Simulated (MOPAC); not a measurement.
## ScAgTe₂: one setting at a time in MOPAC

Simulated with MOPAC 23.2.5. This is a test of settings. The cell was built from a prototype and was relaxed with r2SCAN in plane waves (Ansatz 0.2.0). It may be hypothetical. All runs are without spin polarisation.

The symmetry is R-3m (No. 166, trigonal); a = 4.212 Å, c = 21.017 Å in the conventional setting, 26.91 Å³ an atom. Around Ag lie 6 Te at 3.04 Å; around Sc lie 6 Te at 2.95 Å; around Te lie 3 Sc at 2.95 Å and 3 Ag at 3.04 Å.

The base run uses PM7 on a cluster of 108 atoms.

```
PM7 1SCF GRADIENTS AUX(PRECISION=6) THREADS=1
crystal as a cluster of 3x3x1 conventional cells

Ag 2.106007 1 1.215904 1 7.005632 1
Sc 0.000000 1 0.000000 1 10.508447 1
Te 0.000000 1 0.000000 1 5.181499 1
Te -6.318021 1 10.943133 1 15.835396 1
Ag 0.000000 1 4.863615 1 7.005632 1
Sc -2.106007 1 3.647711 1 10.508447 1
Te -2.106007 1 3.647711 1 5.181499 1
Te -2.106007 1 3.647711 1 15.835396 1
Ag -2.106007 1 8.511325 1 7.005632 1
Sc -4.212014 1 7.295422 1 10.508447 1
Te -4.212014 1 7.295422 1 5.181499 1
Te -4.212014 1 7.295422 1 15.835396 1
Ag 6.318021 1 1.215904 1 7.005632 1
Sc 4.212014 1 0.000000 1 10.508447 1
Te 4.212014 1 0.000000 1 5.181499 1
Te -2.106007 1 10.943133 1 15.835396 1
Ag 4.212014 1 4.863615 1 7.005632 1
Sc 2.106007 1 3.647711 1 10.508447 1
Te 2.106007 1 3.647711 1 5.181499 1
Te 2.106007 1 3.647711 1 15.835396 1
Ag 4.212014 1 2.431807 1 14.011263 1
Sc 2.106007 1 1.215904 1 17.514079 1
[... 72 lines left out ...]
Te 8.424027 1 2.431807 1 19.192762 1
Te 8.424027 1 2.431807 1 8.829764 1
Ag -4.212014 1 9.727229 1 14.011263 1
Sc 6.318021 1 8.511325 1 17.514079 1
Te 6.318021 1 8.511325 1 12.187130 1
Te 6.318021 1 8.511325 1 1.824133 1
Ag -4.212014 1 7.295422 1 0.000000 1
Sc 6.318021 1 6.079518 1 3.502816 1
Te 6.318021 1 6.079518 1 19.192762 1
Te 6.318021 1 6.079518 1 8.829764 1
Ag 0.000000 1 0.000000 1 0.000000 1
Sc 4.212014 1 9.727229 1 3.502816 1
Te 4.212014 1 9.727229 1 19.192762 1
Te 4.212014 1 9.727229 1 8.829764 1
Tv 12.636041 1 0.000000 1 0.000000 1
Tv -6.318021 1 10.943133 1 0.000000 1
Tv 0.000000 1 0.000000 1 21.016895 1
```

Command: `mopac run.mop`. It took 28 s on 1 thread of Arm Neoverse V2 (shared host), peak memory 0.12 GiB.

It converged with a gap of 6.99 eV. MOPAC's gap is a Hartree-Fock orbital gap, usually far wider than a measured one, and its energy is the heat of formation.

Each further run moved one setting: method (Hamiltonian); SCFCRT (SCF criterion); cluster (size of the cluster in conventional cells). Changes are from the base run, which isn't itself converged in every setting; energies of another Hamiltonian, functional, basis or charge aren't compared.

```csv
setting,how it ended,gap change (eV),energy change (meV/atom),time (s)
method = AM1,refused,–,–,0.04
method = RM1,refused,–,–,0.04
method = PM6-D3H4,converged,-4.72,–,240
method = PM6-ORG,refused,–,–,0.03
SCFCRT = 1e-2 (poor on purpose),converged,0.00,0.2,22
cluster = 1x1x1 (poor on purpose),refused,–,–,0.03
```

With method = AM1 nothing was computed: the Hamiltonian has no parameters for an element here. With method = RM1 nothing was computed: the Hamiltonian has no parameters for an element here. With method = PM6-ORG nothing was computed: the Hamiltonian has no parameters for an element here. SCFCRT = 1e-2 changes nothing that matters here. With cluster = 1x1x1 nothing was computed: the program stopped at its input check.

The end of the log, shortened, for method = AM1:

```
    NO.       ATOM           X           Y           Z
 DATA ARE NOT AVAILABLE FOR ELEMENT NO. 21
 DATA ARE NOT AVAILABLE FOR ELEMENT NO. 47
          SOME ELEMENTS HAVE BEEN SPECIFIED FOR WHICH
          NO PARAMETERS ARE AVAILABLE.  CALCULATION STOPPED.
          Parameters for some elements are missing
           Empirical Formula: Ag27 Sc27 Te54  =   108 atoms
 *     Error and normal termination messages reported in this calculation     *
 * Parameters for some elements are missing                                   *
 * JOB ENDED NORMALLY                                                         *
 TOTAL JOB TIME:             0.00 SECONDS
 == MOPAC DONE ==
```

No spin-orbit coupling is included; it can move band edges with weight on the heavy atoms by tenths of an eV.
